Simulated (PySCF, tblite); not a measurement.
# C6H11ClSi2: geometry, infrared bands and NMR shifts

Wanted: the infrared bands and NMR shifts of C6H11ClSi2 (`CCC#C[C@@H]1[SiH2][C@@H]1[SiH2]Cl`), by calculation.

The runs use tblite 0.8.0 and PySCF 2.14.0, with density-fitted response routines of our own; the level of theory stands in each step. All values are computed, except where a source is named. Atoms are numbered from 0 throughout.

### 1 The starting structure

20 atoms, charge 0, multiplicity 1; geometry from: force field or distance geometry start.

Bonds of the start (Å): C0–C1 1.51, C1–C2 1.46, C2–C3 1.21, C3–C4 1.45, C4–Si5 2.27, Si5–C6 1.77, C6–Si7 1.89, Si7–Cl8 2.05, C6–C4 1.48, C0–H9 1.10, C0–H10 1.10, C0–H11 1.08, C1–H12 1.08, C1–H13 1.11, C4–H14 1.08, Si5–H15 1.48, Si5–H16 1.47, C6–H17 1.09, Si7–H18 1.48, Si7–H19 1.48.

### 2 Optimising the geometry with GFN2-xTB

The job: settings as JSON, then the geometry in Å.

```
{"job": {"kind": "relax", "xc": "GFN2-xTB", "basis": "xTB"}, "charge": 0, "multiplicity": 1}
C      2.945600     0.777100    -0.733200
C      2.663200    -0.704500    -0.603500
C      1.263000    -0.969800    -0.292000
C      0.094900    -1.161800    -0.059900
C     -1.291700    -1.420000     0.273100
Si    -2.398700    -0.117400    -1.225500
C     -2.268000    -0.340900     0.525100
Si    -1.725900     1.210100     1.459200
Cl    -3.318500     2.496400     1.518500
H      2.684800     1.313200     0.195800
H      2.338000     1.214200    -1.543200
H      3.990300     0.953500    -0.952900
H      2.945000    -1.216500    -1.512100
H      3.300700    -1.120700     0.201400
H     -1.682800    -2.376400    -0.042000
H     -1.274500     0.525300    -1.939100
H     -3.083500    -1.168700    -1.999500
H     -3.183000    -0.697200     1.001100
H     -1.391800     0.889000     2.868300
H     -0.612200     1.925800     0.796200
```

Run with:

```console
OMP_NUM_THREADS=1 python probes_run.py task.json out
```

One launch serves the whole session: the jobs run in the order shown.

**Question.** This job is followed by: GFN2-xTB harmonic vibrations, gas phase; GIAO PBE0/pcSseg-1 NMR shielding, non-relativistic, gas phase. Predict these results of the whole session: strongest single infrared mode (GFN2-xTB); zero-point energy (GFN2-xTB); ¹³C shifts against TMS (PBE0/pcSseg-1); ¹H shifts against TMS (PBE0/pcSseg-1, means over atoms taken as alike); ²⁹Si shifts against TMS (PBE0/pcSseg-1); ³⁵Cl shifts against HCl (PBE0/pcSseg-1).

**Answer**, as computed:

| quantity | value |
| --- | --- |
| strongest single infrared mode (GFN2-xTB) | 698 cm⁻¹, 492 km/mol |
| zero-point energy (GFN2-xTB) | 88.9 kcal/mol |
| ¹³C shifts against TMS (PBE0/pcSseg-1) | 86.6, 86.5, 16.7, 16.0, 3.3, 2.1 ppm |
| ¹H shifts against TMS (PBE0/pcSseg-1, means over atoms taken as alike) | 5.69, 5.19, 3.02, 2.81, 2.35, 2.30, 1.96, 1.10, 0.43 ppm |
| ²⁹Si shifts against TMS (PBE0/pcSseg-1) | -15.0, -132.1 ppm |
| ³⁵Cl shifts against HCl (PBE0/pcSseg-1) | -61 ppm |

The optimisation took 122 steps and gained 1.224 eV; among the close pairs (by a distance rule), C4–Si5 changed most, from 2.273 to 1.898 Å. All 54 modes are real, so the xTB geometry is a minimum. The strongest single mode, at 698 cm⁻¹, is spread over many atoms; the largest shares are those of H19, H18. GFN2-xTB is a fitted tight-binding method: band positions and strengths are rough. Its intensities can rank the bands wrongly. At PBE0/pcSseg-1: The largest span, 307 ppm, is at Si5, where the paramagnetic term is -400 ppm.
